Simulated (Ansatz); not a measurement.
# ClFH4O4W: the cost of one run

Method: r2SCAN/def2-SVP with D3(BJ) with three-body dispersion; program: Ansatz 0.2.0, Gaussian basis.

## (1) The relaxed structure

An earlier PBE0-D4 in a triple-zeta def2 set relaxation fixed the geometry. W takes the def2 core potential; no spin-orbit term is included.

SMILES `[OH][W]([OH])([OH])([OH])([F])[Cl]`, 11 atoms, charge 0, spin multiplicity 1.

Atoms are counted from 1 here; the program's logs count them from 0.

Bond lengths: O1–W2 1.883 Å, O1–H8 0.963 Å, W2–O3 1.855 Å, W2–O4 1.867 Å, W2–O5 1.873 Å, W2–F6 1.891 Å, W2–Cl7 2.418 Å, O3–H9 0.962 Å, O4–H10 0.961 Å, O5–H11 0.961 Å. Angles: W2–O1–H8 117.3°, O1–W2–O3 100.0°, O1–W2–O4 88.3°, O1–W2–O5 98.9°, O1–W2–F6 82.3°, O1–W2–Cl7 171.2°, O3–W2–O4 91.0°, O3–W2–O5 161.1°, O3–W2–F6 92.4°, O3–W2–Cl7 80.7°, O4–W2–O5 90.2°, O4–W2–F6 170.4°, O4–W2–Cl7 100.4°, O5–W2–F6 89.5°, O5–W2–Cl7 80.5°, F6–W2–Cl7 89.0°, W2–O3–H9 125.7°, W2–O4–H10 125.5° and more.

## (2) Dynamics

Contents of in.yaml:

```yaml
crystal:
  periodic: [false, false, false]
  atoms:
    - {symbol: O, position_ang: [0.231024, -1.924769, 0.026535]}
    - {symbol: W, position_ang: [-0.015071, -0.059260, 0.108035]}
    - {symbol: O, position_ang: [0.854402, 0.311077, 1.704422]}
    - {symbol: O, position_ang: [1.579774, 0.138315, -0.842648]}
    - {symbol: O, position_ang: [-0.994303, 0.172218, -1.471578]}
    - {symbol: F, position_ang: [-1.604649, -0.564769, 0.997988]}
    - {symbol: Cl, position_ang: [-0.654547, 2.257804, 0.373141]}
    - {symbol: H, position_ang: [-0.455828, -2.477770, 0.414490]}
    - {symbol: H, position_ang: [0.850940, 1.157003, 2.161463]}
    - {symbol: H, position_ang: [1.684383, 0.013518, -1.789279]}
    - {symbol: H, position_ang: [-1.476117, 0.976622, -1.682579]}
basis:
  gaussian: {orbitals: def2-SVP}
hamiltonian: {xc: {name: r2SCAN}, dispersion: d3bjatm}
md: {timestep: 0.5 fs, n_steps: 30, ensemble: nvt_nose_hoover, temperature: 1000, initial_velocities: maxwell_boltzmann, seed: 856}
```

Launch:

```sh
$ ansatz run in.yaml --threads 2 --pin off --events-out ev --progress --plain --max-ram 32768MiB --backend cpu
```

What time and memory should one allow on 2 threads of AMD EPYC 7R13, shared host?

About 3 min, with a peak of 0.27 GiB.
